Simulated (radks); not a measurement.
# Excited configurations of Dy⁺

Aim: excitation energies and quantum defects of the outer electron of Dy⁺, by total-energy differences.

The numbers are computed with radks (a radial shooting solver on a logarithmic mesh, Libxc functionals) version 1 (scalar-relativistic Kohn-Sham, r2SCAN, spin-polarised, spherical densities, finite nucleus; open shells are filled with parallel spins first), except any that are marked as measured or tabulated.

## Step 1: Starting point

* element: dysprosium (Z = 66)
* charge: +1
* electrons: 65
* configuration: [Xe] 4f10 6s1
* nuclear rms radius: 5.2218 fm

The outer shells:

Dy⁺
```
[Xe] core
4f [↑↓][↑↓][↑↓][↑ ][↑ ][↑ ][↑ ]
6s [↑ ]
```

## Step 2: Ground configuration: [Xe] 4f10 6s1

Input:

```text
Z 66
configuration [Xe] 4f10 6s1
relativity scalar-relativistic
functional r2scan,r2scan
spin polarised
nucleus finite rms 5.2218 fm
c 137.035999084
```

## Step 3: The ion: [Xe] 4f10

Changes since step 2:

```diff
@@ -1,3 +1,3 @@
 Z 66
-configuration [Xe] 4f10 6s1
+configuration [Xe] 4f10
 relativity scalar-relativistic
```

## Step 4: Outer electron in 5d: [Xe] 4f10 5d1

Changes since step 3:

```diff
@@ -1,3 +1,3 @@
 Z 66
-configuration [Xe] 4f10
+configuration [Xe] 4f10 5d1
 relativity scalar-relativistic
```

## Step 5: Outer electron in 5f: [Xe] 4f10 5f1

Changes since step 4:

```diff
@@ -1,3 +1,3 @@
 Z 66
-configuration [Xe] 4f10 5d1
+configuration [Xe] 4f10 5f1
 relativity scalar-relativistic
```

## Step 6: Outer electron in 6d: [Xe] 4f10 6d1

Changes since step 5:

```diff
@@ -1,3 +1,3 @@
 Z 66
-configuration [Xe] 4f10 5f1
+configuration [Xe] 4f10 6d1
 relativity scalar-relativistic
```

## Step 7: Outer electron in 7s: [Xe] 4f10 7s1

Changes since step 6:

```diff
@@ -1,3 +1,3 @@
 Z 66
-configuration [Xe] 4f10 6d1
+configuration [Xe] 4f10 7s1
 relativity scalar-relativistic
```

## Step 8: Outer electron in 7f: [Xe] 4f10 7f1

Changes since step 7:

```diff
@@ -1,3 +1,3 @@
 Z 66
-configuration [Xe] 4f10 7s1
+configuration [Xe] 4f10 7f1
 relativity scalar-relativistic
```

**Question.** What will these runs give? Wanted: for each run, outer orbital; excitation; binding; n*; quantum defect; <r>.

As calculated:

```csv
outer orbital,excitation (eV),binding (eV),n*,quantum defect,<r> (bohr)
5d,2.219,9.451,2.400,2.600,2.903
5f,8.261,3.409,3.995,1.005,8.940
6d,7.036,4.634,3.427,2.573,7.574
7s,6.192,5.478,3.152,3.848,7.693
7f,10.067,1.603,5.826,1.174,23.30
```

**Reading.** Binding is E(ion) − E, and n* = 2/√(2·binding) in atomic units. The Δ-SCF energy to the ion that was run is 11.670 eV (NIST's first ionisation energy, to the ion's ground state: 11.65 eV, semi-empirical). Mean quantum defects: d 2.59, f 1.09, s 3.85. They fall with l, since high-l orbitals stay out of the core. Self-interaction in the functional shifts them, so they are the method's values and not measured ones. Open shells are spherical and high-spin; term and fine-structure splittings are not resolved. Spin-orbit splitting is averaged out at the scalar-relativistic level.
